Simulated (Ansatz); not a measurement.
# GaW8C8: the cost of one run

All numbers below are computed with Ansatz 0.2.0 (DFT PBE, plane waves, PAW, scalar-relativistic, no spin polarisation).

**1. The structure to begin with**

The cell holds 17 atoms (C8GaW8): a = 5.833 Å, b = 5.833 Å, c = 16.259 Å, α = 90.00°, β = 90.00°, γ = 120.00°.

The coordinates stand in the first input below.

**2. Relaxing end A**

Contents of input.yaml:

```yaml
crystal:
  lattice:
    - [5.833189, 0.0, 0.0]
    - [-2.916594, 5.05169, 0.0]
    - [0.0, 0.0, 16.259154]
  atoms:
    - { symbol: W, position: [0.0, 0.0, 0.0615038] }
    - { symbol: C, position: [0.3333333, 0.1666667, 0.1488219] }
    - { symbol: W, position: [0.0, 0.0, 0.23614] }
    - { symbol: C, position: [0.3333333, 0.1666667, 0.323458] }
    - { symbol: W, position: [0.0, 0.5, 0.0615038] }
    - { symbol: C, position: [0.3333333, 0.6666667, 0.1488219] }
    - { symbol: W, position: [0.0, 0.5, 0.23614] }
    - { symbol: C, position: [0.3333333, 0.6666667, 0.323458] }
    - { symbol: W, position: [0.5, 0.0, 0.0615038] }
    - { symbol: C, position: [0.8333333, 0.1666667, 0.1488219] }
    - { symbol: W, position: [0.5, 0.0, 0.23614] }
    - { symbol: C, position: [0.8333333, 0.1666667, 0.323458] }
    - { symbol: W, position: [0.5, 0.5, 0.0615038] }
    - { symbol: C, position: [0.8333333, 0.6666667, 0.1488219] }
    - { symbol: W, position: [0.5, 0.5, 0.23614] }
    - { symbol: C, position: [0.8333333, 0.6666667, 0.323458] }
    - { symbol: Ga, position: [0.5853799, 0.1927006, 0.4132536] }
basis:
  ecutwfc: 420.0
kpoints:
  mp_grid: { grid: [5, 5, 1] }
hamiltonian:
  xc: pbe
  pseudopotentials: { kind: paw, azcp: { folder: soft_1 } }
scf:
  occupations: { method: gaussian, width: 0.1 }
  lower_state_search: "off"
relax:
  f_tol: 0.03
  max_steps: 60
  adjacent_minimum: "off"
  constraints: [{ sites: [0, 4, 8, 12] }]
output:
  write_density: true
  write_potential: true
  elf: true
  volumetric_format: npy
```

Launch:

```bash
$ ansatz run input.yaml --threads 4 --pin off --max-ram 10240MiB --backend cpu --events-out ev --progress --plain --runs-dir out
```

Q: Estimate wall time and peak memory on 4 threads of Arm Neoverse V1, shared host.

About 2.5 min, with a peak of 1.6 GiB.
